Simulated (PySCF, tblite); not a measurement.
# C4H6F2SeSi: geometry, infrared bands and NMR shifts

What infrared bands and NMR shifts should C4H6F2SeSi (`FC1(F)C=C[SiH2]C[Se]1`) show?

The runs use tblite 0.8.0 and PySCF 2.14.0, with density-fitted response routines of our own; the level of theory stands in each step. All values are computed, except where a source is named. Atoms count from 0, in the outputs and in this text.

## 1. The starting structure

14 atoms, charge 0, multiplicity 1; geometry from: force field or distance geometry start.

Bonds of the start (Å): F0–C1 1.37, C1–F2 1.40, C1–C3 1.47, C3–C4 1.35, C4–Si5 1.86, Si5–C6 1.87, C6–Se7 1.97, Se7–C1 1.93, C3–H8 1.09, C4–H9 1.09, Si5–H10 1.46, Si5–H11 1.48, C6–H12 1.11, C6–H13 1.09.

## 2. Geometry optimisation with GFN2-xTB

The job: settings as JSON, then the geometry in Å.

```
{"job": {"kind": "relax", "xc": "GFN2-xTB", "basis": "xTB"}, "charge": 0, "multiplicity": 1}
F      2.087700     2.201600     0.134100
C      1.110900     1.254500     0.328700
F      0.908200     1.056800     1.701800
C      1.619300     0.005800    -0.261800
C      0.847000    -1.095900    -0.307500
Si    -0.893200    -1.078200     0.339300
C     -1.811800     0.309100    -0.518300
Se    -0.558400     1.826900    -0.455700
H      2.634700    -0.039100    -0.642000
H      1.231600    -2.015500    -0.752000
H     -1.572100    -2.361100     0.143600
H     -0.789900    -0.684800     1.765200
H     -2.725300     0.586700     0.041600
H     -2.089500     0.032700    -1.539200
```

Command:

```bash
OMP_NUM_THREADS=1 python probes_run.py task.json out
```

One launch serves the whole session: the jobs run in the order shown.

**Question.** This job is followed by: GFN2-xTB harmonic vibrations, gas phase; GIAO PBE0/pcSseg-1 NMR shielding, non-relativistic, gas phase. What will the session give for the following? strongest single infrared mode (GFN2-xTB); zero-point energy (GFN2-xTB); 13C shifts against TMS (PBE0/pcSseg-1); 1H shifts against TMS (PBE0/pcSseg-1, means over atoms taken as alike); 19F shifts against CFCl3 (PBE0/pcSseg-1, means over atoms taken as alike); 29Si shifts against TMS (PBE0/pcSseg-1); 77Se shifts against Me2Se (PBE0/pcSseg-1); surface potential, 1st and 99th percentile.

The runs gave:

| quantity | value |
| --- | --- |
| strongest single infrared mode (GFN2-xTB) | 2256 cm⁻¹, 313 km/mol |
| zero-point energy (GFN2-xTB) | 53.7 kcal/mol |
| 13C shifts against TMS (PBE0/pcSseg-1) | 158.2, 137.1, 135.1, 6.4 ppm |
| 1H shifts against TMS (PBE0/pcSseg-1, means over atoms taken as alike) | 7.61, 6.42, 4.50, 2.34 ppm |
| 19F shifts against CFCl3 (PBE0/pcSseg-1, means over atoms taken as alike) | -88.4 ppm |
| 29Si shifts against TMS (PBE0/pcSseg-1) | -63.9 ppm |
| 77Se shifts against Me2Se (PBE0/pcSseg-1) | 503 ppm |
| surface potential, 1st and 99th percentile | -0.87 V and 1.17 V |

In words: Relaxing lowered the energy by 0.443 eV in 88 steps; the close pair that moved most is C1–Se7, from 1.931 to 2.007 Å. All 36 modes are real, so the xTB geometry is a minimum. The strongest single mode, at 2256 cm⁻¹, moves mainly H10. Unscaled tight-binding wavenumbers are off by several per cent, some by more. Its intensities can rank the bands wrongly. At PBE0/pcSseg-1: The widest tensor belongs to Se7: span 1405 ppm, with a paramagnetic part of -1742 ppm. At PBE0/pcSseg-1, counted by nearest atom on the grid, the HOMO lies on Se7 78 %, the LUMO on C3, C4 about 26 % each; Se7 11 %. Spin-orbit coupling is left out, which matters for shieldings and couplings at and beside the heavy atoms.
